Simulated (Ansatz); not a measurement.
# TaGe+ (triplet): the correlation ladder, def2-SVP

Aim: climb from Hartree-Fock through coupled cluster for TaGe+ (triplet) at one geometry and basis, and see what each rung misses.

Program: Ansatz 0.2.0, Gaussian basis. Level of theory: def2-SVP, core rule «outside noble gas», up to 18 orbitals frozen. These are calculated values, not measurements.

The runs, in order: UHF; CCSD(T) on ROHF; CCSD(T) on UHF; CISD as a restricted active space (open shells left free, so some higher excitations enter); CCSDT(Q) on ROHF.

22 further runs of the same task are left out: 7 for a known fault of the program, 6 that didn't finish, 9 set aside as unsound or not needed. Runs told in other sessions of the task aren't counted.

## Step 1: The system

The geometry is a PBE0/def2-TZVP stationary point (not a proven minimum) of the parent state, kept for this charge and spin. No spin-orbit coupling is included. Elements past krypton take def2 core potentials. The filled d shell of Ge may be among the frozen orbitals whatever the setting's name suggests.

2 atoms, charge 1, spin multiplicity 3.

Atoms are counted from 1 here; the program's logs count them from 0.

Bond lengths: Ta1–Ge2 2.421 Å.

In the tables R marks a restricted open-shell determinant and U an unrestricted one; energies count from the table's Hartree-Fock row.

## Step 2: UHF

The input, in.yaml:

```yaml
crystal:
  periodic: [false, false, false]
  atoms:
    - {symbol: Ta, position_ang: [0.000000, 0.000000, 0.000000]}
    - {symbol: Ge, position_ang: [0.000000, 0.000000, 2.421200]}
basis:
  gaussian: {orbitals: def2-SVP}
total_charge: 1
magnetization: {spin_polarized: true, initial_magnetization: 2}
hamiltonian: {xc: hf}
output: {orbitals: {seedname: orbitals}}
```

Command:

```bash
$ ansatz run in.yaml --threads 1 --pin off --events-out ev --progress --plain --max-ram 2393MiB
```

Standard output, cut to the lines that bear on the results:

```text
Functional definition: HF
  name "HF"
  cite "Fock, Z. Phys. 61, 126 (1930) doi:10.1007/BF01340294"
  parent pbe
[...]
630 factors; integrals over basis functions are off by at most 5.0e-4 eV
[...]
mean field -57991.15285375 eV, -2131.1355595600 hartree, gradient 3.4e-6 eV, S^2 3.573904; 13 other end points of the search recorded, 0 dependent functions left out
reference -57991.15285375 eV, -2131.1355595600 hartree; 23, 21 occupied and 41, 43 virtual orbitals, 630 factors
Total energy: -57991.15285375 eV, -2131.1355595600 hartree
```

Wall time 21 s (1 thread of Arm Neoverse V1, shared host).

From the report: ⟨S²⟩ of the determinant 3.574 (pure triplet: 2.00). The determinant of HF (⟨S²⟩ 3.57) is far from a pure spin state, so its energy mixes those of several spin states; that is harmless only where they are near-degenerate.

## Step 3: CCSD(T) on ROHF

in.yaml: that of step 2 with these lines changed.

```diff
@@ -8,4 +8,3 @@
 total_charge: 1
-magnetization: {spin_polarized: true, initial_magnetization: 2}
-hamiltonian: {xc: hf}
-output: {orbitals: {seedname: orbitals}}
+magnetization: {spin_polarized: false, initial_magnetization: 2}
+correlation: {method: ccsd_t, electrons: outside_noble_gas}
```

Same command.

Standard output, cut to the lines that bear on the results:

```text
Functional definition: HF
  name "HF"
  cite "Fock, Z. Phys. 61, 126 (1930) doi:10.1007/BF01340294"
  parent pbe
[...]
630 factors; integrals over basis functions are off by at most 5.0e-4 eV
[...]
mean field -57990.03248265 eV, -2131.0943866817 hartree, gradient 3.2e-6 eV, S^2 2.000000; 41 other end points of the search recorded, 0 dependent functions left out
[...]
determinant -57990.03248265 eV, -2131.0943866817 hartree, with singles and doubles -57994.79841373 eV, -2131.2695314183 hartree
determinant -57989.87306581 eV, -2131.0885282209 hartree, with singles and doubles -57994.47313287 eV, -2131.2575775671 hartree
determinant -57989.87045898 eV, -2131.0884324214 hartree, with singles and doubles -57994.36424711 eV, -2131.2535760895 hartree
determinant -57989.85116053 eV, -2131.0877232167 hartree, with singles and doubles -57994.64823216 eV, -2131.2640123473 hartree
[...]
determinant -57989.56097955 eV, -2131.0770592624 hartree, with singles and doubles -57994.44397575 eV, -2131.2565060627 hartree
determinant -57989.49358606 eV, -2131.0745825971 hartree, with singles and doubles -57994.41377986 eV, -2131.2553963842 hartree
determinant -57989.01554798 eV, -2131.0570150218 hartree, with singles and doubles -57994.27910615 eV, -2131.2504472169 hartree
[...]
unrestricted determinant -57991.15285374 eV, -2131.1355595599 hartree, S^2 3.5739
18 core orbitals not correlated: weight in the atoms' cores, before any rotation towards them, 0.999 or more for the frozen orbitals, at most 0.001 for the correlated occupied ones
reference -57990.03248265 eV, -2131.0943866817 hartree; 5, 3 occupied and 41, 43 virtual orbitals, 630 factors
second order -4.24145498 eV of doubles, -0.01806111 eV of singles
cycle   1  -4.78468448 eV  change    2.3e-7 eV  update   4.8e-6
perturbative correction -0.35222028 eV, -0.0129438564 hartree
Total energy: -57995.16938740 eV, -2131.2831644494 hartree
```

It took 1.9 min on 1 thread of Arm Neoverse V1, shared host.

From the report: correlation -5.1369 eV; T1 0.078; largest double amplitude 0.11.

## Step 4: CCSD(T) on UHF

in.yaml: that of step 3 with these lines changed.

```diff
@@ -8,3 +8,3 @@
 total_charge: 1
-magnetization: {spin_polarized: false, initial_magnetization: 2}
+magnetization: {spin_polarized: true, initial_magnetization: 2}
 correlation: {method: ccsd_t, electrons: outside_noble_gas}
```

The command is unchanged.

Standard output, cut to the lines that bear on the results:

```text
Functional definition: HF
  name "HF"
  cite "Fock, Z. Phys. 61, 126 (1930) doi:10.1007/BF01340294"
  parent pbe
[...]
630 factors; integrals over basis functions are off by at most 5.0e-4 eV
[...]
mean field -57991.15285375 eV, -2131.1355595600 hartree, gradient 1.6e-6 eV, S^2 3.573904; 54 other end points of the search recorded, 0 dependent functions left out
determinant -57991.15285375 eV, -2131.1355595600 hartree, with singles and doubles -57994.70007831 eV, -2131.2659176584 hartree
determinant -57991.14935281 eV, -2131.1354309030 hartree, with singles and doubles -57994.69896713 eV, -2131.2658768231 hartree
determinant -57991.05569174 eV, -2131.1319889220 hartree, with singles and doubles -57994.63392665 eV, -2131.2634866295 hartree
determinant -57990.98891568 eV, -2131.1295349470 hartree, with singles and doubles -57994.71438777 eV, -2131.2664435211 hartree
[...]
determinant -57990.47048649 eV, -2131.1104830259 hartree, with singles and doubles -57994.60221236 eV, -2131.2623211511 hartree
determinant -57990.26846914 eV, -2131.1030590253 hartree, with singles and doubles -57994.46712466 eV, -2131.2573567695 hartree
determinant -57990.16387923 eV, -2131.0992154170 hartree, with singles and doubles -57994.86882022 eV, -2131.2721188090 hartree
[...]
18 core orbitals not correlated: weight in the atoms' cores, before any rotation towards them, 0.999 or more for the frozen orbitals, at most 0.001 for the correlated occupied ones
reference -57990.64479425 eV, -2131.1168887180 hartree; 5, 3 occupied and 41, 43 virtual orbitals, 630 factors
second order -3.15528740 eV of doubles, -0.00000000 eV of singles
cycle   1  -4.26152998 eV  change   -5.9e-6 eV  update   1.1e-4
[...]
cycle   5  -4.26151650 eV  change    2.7e-6 eV  update   8.0e-6
perturbative correction -0.30768373 eV, -0.0113071684 hartree
Total energy: -57995.21399448 eV, -2131.2848037293 hartree
```

Run time: 3.1 min. Hardware: 1 thread of Arm Neoverse V1, shared host.

From the report: ⟨S²⟩ of the determinant 3.192 (pure triplet: 2.00); correlation -4.5692 eV; T1 0.134; largest double amplitude 0.08. The determinant of CCSD(T) (⟨S²⟩ 3.19) is far from a pure spin state, so its energy mixes those of several spin states; high orders of coupled cluster remove much of that, low ones don't.

## Step 5: CISD as a restricted active space (open shells left free, so some higher excitations enter)

The input, in.yaml:

```yaml
crystal:
  periodic: [false, false, false]
  atoms:
    - {symbol: Ta, position_ang: [0.000000, 0.000000, 0.000000]}
    - {symbol: Ge, position_ang: [0.000000, 0.000000, 2.421200]}
basis:
  gaussian: {orbitals: def2-SVP}
total_charge: 1
magnetization: {spin_polarized: false, initial_magnetization: 2}
correlation: {active_space: {ras: {orbitals: [3, 2, 41], electrons: 8, max_holes: 2, max_particles: 2}, fixed_orbitals: true}}
```

Launched as before.

Standard output, cut to the lines that bear on the results:

```text
Functional definition: HF
  name "HF"
  cite "Fock, Z. Phys. 61, 126 (1930) doi:10.1007/BF01340294"
  parent pbe
[...]
630 factors; integrals over basis functions are off by at most 5.0e-4 eV
[...]
mean field -57990.03248265 eV, -2131.0943866817 hartree, gradient 3.2e-6 eV, S^2 2.000000; 22 other end points of the search recorded, 0 dependent functions left out
reference -57990.03248265 eV, -2131.0943866817 hartree; 23, 21 occupied and 41, 43 virtual orbitals, 630 factors
state -57994.37467047 eV, -2131.2539591406 hartree
Total energy: -57994.37467047 eV, -2131.2539591406 hartree
```

It took 16 s on 1 thread of Arm Neoverse V1, shared host.

From the report: 35,838 determinants.

## Step 6: CCSDT(Q) on ROHF

in.yaml: that of step 5 with these lines changed.

```diff
@@ -9,2 +9,2 @@
 magnetization: {spin_polarized: false, initial_magnetization: 2}
-correlation: {active_space: {ras: {orbitals: [3, 2, 41], electrons: 8, max_holes: 2, max_particles: 2}, fixed_orbitals: true}}
+correlation: {method: ccsdt_q, electrons: outside_noble_gas}
```

Same command.

Standard output, cut to the lines that bear on the results:

```text
Functional definition: HF
  name "HF"
  cite "Fock, Z. Phys. 61, 126 (1930) doi:10.1007/BF01340294"
  parent pbe
[...]
1077 factors; integrals over basis functions are off by at most 1.5e-7 eV
[...]
mean field -57990.03253711 eV, -2131.0943886831 hartree, gradient 1.7e-6 eV, S^2 2.000000; 37 other end points of the search recorded, 0 dependent functions left out
[...]
determinant -57990.03253711 eV, -2131.0943886831 hartree, with singles and doubles -57994.79847034 eV, -2131.2695334987 hartree
determinant -57989.87311065 eV, -2131.0885298686 hartree, with singles and doubles -57994.47322861 eV, -2131.2575810854 hartree
determinant -57989.87050074 eV, -2131.0884339561 hartree, with singles and doubles -57994.36429795 eV, -2131.2535779578 hartree
determinant -57989.85121296 eV, -2131.0877251433 hartree, with singles and doubles -57994.64828372 eV, -2131.2640142422 hartree
[...]
determinant -57989.56103512 eV, -2131.0770613044 hartree, with singles and doubles -57994.44403729 eV, -2131.2565083243 hartree
determinant -57989.49364240 eV, -2131.0745846675 hartree, with singles and doubles -57994.41385080 eV, -2131.2553989912 hartree
determinant -57989.01560958 eV, -2131.0570172855 hartree, with singles and doubles -57994.27916491 eV, -2131.2504493762 hartree
unrestricted determinant -57991.15290314 eV, -2131.1355613753 hartree, S^2 3.5739
18 core orbitals not correlated: weight in the atoms' cores, before any rotation towards them, 0.999 or more for the frozen orbitals, at most 0.001 for the correlated occupied ones
reference -57990.03253711 eV, -2131.0943886831 hartree; 5, 3 occupied and 41, 43 virtual orbitals, 1077 factors
second order -4.24147772 eV of doubles, -0.01806159 eV of singles
cycle   1  -4.34808571 eV  change   -8.8e-2 eV  update   1.6e-1
[...]
cycle   4  -5.20677902 eV  change    2.5e-7 eV  update   1.4e-7
perturbative correction -0.07470274 eV, -0.0027452750 hartree
Total energy: -57995.31401887 eV, -2131.2884795577 hartree
```

It took 4.2 min on 1 thread of Arm Neoverse V1, shared host; peak memory 0.56 GiB.

From the report: correlation -5.2815 eV; T1 0.091; largest double amplitude 0.25.

## Step 7: Misses and costs

No level here is safe as a reference; RCCSDT(Q) serves as a yardstick only. Rows without a time are mean-field rows or come out of runs for another level: lower rungs of the coupled-cluster runs, or the Hartree-Fock search.

```
   method  energy from the lowest ROHF (kJ/mol)  from RCCSDT(Q) (kJ/mol)     time
      ROHF                                  0.0                   +509.6         
     RMP2                               -411.0                    +98.6         
     UMP2                               -363.5                   +146.1         
     CISD                               -419.0                    +90.6     16 s
    RCCSD                               -461.7                    +47.9         
    UCCSD                               -470.3                    +39.3         
 RCCSD(T)                               -495.6                    +14.0  1.9 min
 UCCSD(T)                               -499.9                     +9.7  3.1 min
   RCCSDT                               -502.4                     +7.2         
RCCSDT(Q)                               -509.6                        0  4.2 min
```

Left out of the table: UHF (another determinant or state than the rows shown).

## Step 8: Outcome

| quantity | value |
| --- | --- |
| RCCSDT(Q) from the ROHF energy | -5.2815 eV |
| RMP2 from RCCSDT(Q) | +98.6 kJ/mol |
| UMP2 from RCCSDT(Q) | +146.1 kJ/mol |
| RCCSD from RCCSDT(Q) | +47.9 kJ/mol |
| RCCSD(T) from RCCSDT(Q) | +14.0 kJ/mol |
| UCCSD(T) from RCCSDT(Q) | +9.7 kJ/mol |
| T1 diagnostic | 0.078 |

**Reading.** RCCSD(T) misses by +14.0 kJ/mol, 2.7 % of the correlation energy. CCSD(T) misses by +14.0 kJ/mol on the restricted determinant and by +9.7 kJ/mol on the unrestricted one; the two need not hold the same state or core. Coupled cluster took another determinant than the lowest Hartree-Fock one. Warnings: spin contamination; coupled cluster took another determinant than the lowest; large T1 diagnostic.

With open shells the CI space here admits some higher excitations, so it is larger than plain CISD.
